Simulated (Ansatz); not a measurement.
# ZnCd2Se3: the cost of one run

Program: Ansatz 0.2.0. Level of theory: DFT PBE, scalar-relativistic, plane waves, PAW. These are calculated values, not measurements.

### Step 1. The structure to begin with

It takes space group P3m1 (No. 156, trigonal). Conventional cell: a = 4.111 Å, b = 4.111 Å, c = 10.071 Å, α = 90.00°, β = 90.00°, γ = 120.00°. Zn (site symmetry 3m) has 4 Se at 2.52 Å as nearest neighbours. Cd (site symmetry 3m) is surrounded by 4 Se at 2.52 Å. Se (site symmetry 3m) is surrounded by 3 Cd at 2.52 Å and 1 Zn at 2.52 Å. Around Se (site symmetry 3m) lie 3 Zn at 2.52 Å and 1 Cd at 2.52 Å. Se (site symmetry 3m) has 4 Cd at 2.52 Å as nearest neighbours.

Coordinates:

```xyz
6
Lattice="4.1114 0.0000 0.0000 -2.0557 3.5606 0.0000 0.0000 0.0000 10.0708" Properties=species:S:1:pos:R:3 pbc="T T T"
Zn    0.0000    2.3737    6.7139
Cd    0.0000    0.0000    0.0000
Cd    2.0557    1.1869    3.3569
Se    0.0000    2.3737    9.2316
Se    2.0557    1.1869    5.8746
Se    0.0000    0.0000    2.5177
```

The start is an ordering of an alloy on its end members' structure types: elements ordered on the sites of the ZnSe type, Zn/Cd on Zn (P3m1, No. 156).

### Step 2. A first look at the guess

Contents of input.yaml:

```yaml
crystal:
  lattice:
    - [4.11138845, 0.0, 0.0]
    - [-2.05569422, 3.56056684, 0.0]
    - [0.0, 0.0, 10.07080383]
  atoms:
    - { symbol: Zn, position: [0.33333333, 0.66666667, 0.66666667] }
    - { symbol: Cd, position: [0.0, 0.0, 0.0] }
    - { symbol: Cd, position: [0.66666667, 0.33333333, 0.33333333] }
    - { symbol: Se, position: [0.33333333, 0.66666667, 0.91666667] }
    - { symbol: Se, position: [0.66666667, 0.33333333, 0.58333333] }
    - { symbol: Se, position: [0.0, 0.0, 0.25] }
basis:
  ecutwfc: 420
kpoints:
  mp_grid: { grid: [6, 6, 2] }
hamiltonian:
  xc: pbe
scf:
  occupations: { method: gaussian, width: 0.1 }
  lower_state_search: "off"
output:
  forces: true
  stress: true
  eigenvalues: true
```

Command:

```bash
ansatz run input.yaml --threads 1 --pin off --max-ram 2560MiB --backend cpu --events-out ev --progress --plain --runs-dir out
```

**Question.** How long does this run take on 1 thread of Intel Xeon Platinum 8488C (Sapphire Rapids), shared host, and how much memory does it need?

About 10 s, with a peak of 0.48 GiB.
